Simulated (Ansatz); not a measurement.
I need an atomisation energy of Cl₂Sn, SMILES [Cl][Sn][Cl]. Use the Python package of Ansatz (0.2.0). Level of theory (for the species named): CCSD(T), x2c-TZVPPall basis, multiplicity 1.

Contents of `cl2sn.xyz`:
```text
3

Cl    1.17640    1.36750    0.78370
Sn   -0.71700    0.45000   -0.34060
Cl   -0.47030   -1.88230   -0.45630
```

Script `run_tae.py`:
```python
"""Energy to split Cl2Sn into its atoms."""

from collections import Counter

import ansatz as az


def total_energy(molecule, charge=0, unpaired=0):
    calc = (
        molecule.calculation()
        .basis(gaussian="x2c-TZVPPall")
        .correlation("CCSD(T)")
    )
    if charge:
        calc = calc.charge(charge)
    if unpaired:
        calc = calc.spin("collinear", total=unpaired)
    report = calc.run(threads=1).report
    if report["published_state_doubts"]:
        print("  doubts:", report["published_state_doubts"])
    return report["free_energy_ev"]


def main() -> None:
    mol = az.Crystal.molecule_from_extxyz("cl2sn.xyz")

    # unpaired electrons of the ground-state atoms
    unpaired = {"Cl": 1, "Sn": 2}
    counts = Counter(site.symbol for site in mol.cartesian_sites)
    atom_energy = {s: total_energy(az.Crystal.molecule().atom(s, (0, 0, 0)), 0, unpaired[s]) for s in counts}
    whole = total_energy(mol, 0, 0)
    for s, e in atom_energy.items():
        print(f"{s:2s} x{counts[s]}  {e:14.5f} eV")
    print(f"Cl2Sn: {whole:.5f} eV")
    split = sum(counts[s] * e for s, e in atom_energy.items()) - whole
    print(f"atomisation energy (no zero-point term): {split:.3f} eV, {split / sum(counts.values()):.3f} eV an atom")


if __name__ == "__main__":
    main()
```

```console
$ python run_tae.py
Cl x2    -12546.51274 eV
Sn x1   -168007.89115 eV
Cl2Sn: -193108.51695 eV
atomisation energy (no zero-point term): 7.600 eV, 2.533 eV an atom
```

7.600 eV from the electronic energies, without the zero-point term.

Notes:
- Total energies depend on the basis set; only differences at equal settings carry meaning.
- The geometry is a force-field or estimated start, not a minimum of this method, and the basis set is short of its limit. All parts are taken at fixed geometry, without zero-point energy.
- The spin-orbit lowering of heavy atoms is left out.
- Run time: 13 s on 1 thread of Intel(R) Xeon(R) 6975P-C (Granite Rapids), on a shared host, peak memory 0.7 GiB.
